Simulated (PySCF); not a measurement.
Molecule: CGeClH5, in a box.

```xyz
8
Lattice="12.0000 0.0000 0.0000 0.0000 13.0000 0.0000 0.0000 0.0000 13.0000" Properties=species:S:1:pos:R:3 pbc="T T T"
C     5.2460    7.4922    5.8399
Ge    6.2039    5.8927    6.3755
Cl    7.4126    6.4042    8.0967
H     5.9548    8.2793    5.5830
H     4.6133    7.8360    6.6582
H     4.6204    7.2783    4.9713
H     7.1806    5.3959    5.2991
H     5.2684    4.7627    6.8301
```

Base run:

```yaml
Program: PySCF 2.14.0
Functional: M06-L
Dispersion: D4
Potentials_or_basis: def2-svp (all-electron)
k_mesh: 1 × 1 × 1
Occupations: fixed
Spin: no spin polarisation
```

Its results: gap between the frontier levels 7.30 eV.

Q: After a change of settings the same cell gave: gap between the frontier levels 6.83 eV. Which change was it?
A. functional from M06-L to HSE03; dispersion from D4 to none
B. functional from M06-L to RPBE; dispersion from D4 to none
C. functional from M06-L to revTPSS; dispersion from D4 to D3

A: C.

Caveats: this is a molecule in a periodic box at the Γ point, so its band gap is the HOMO-LUMO gap; relativity is left out, which matters for the heavier elements; the basis of atomic orbitals isn't converged, which shifts pressures, moduli and gaps.

Runs at the PBE level aren't shown here.
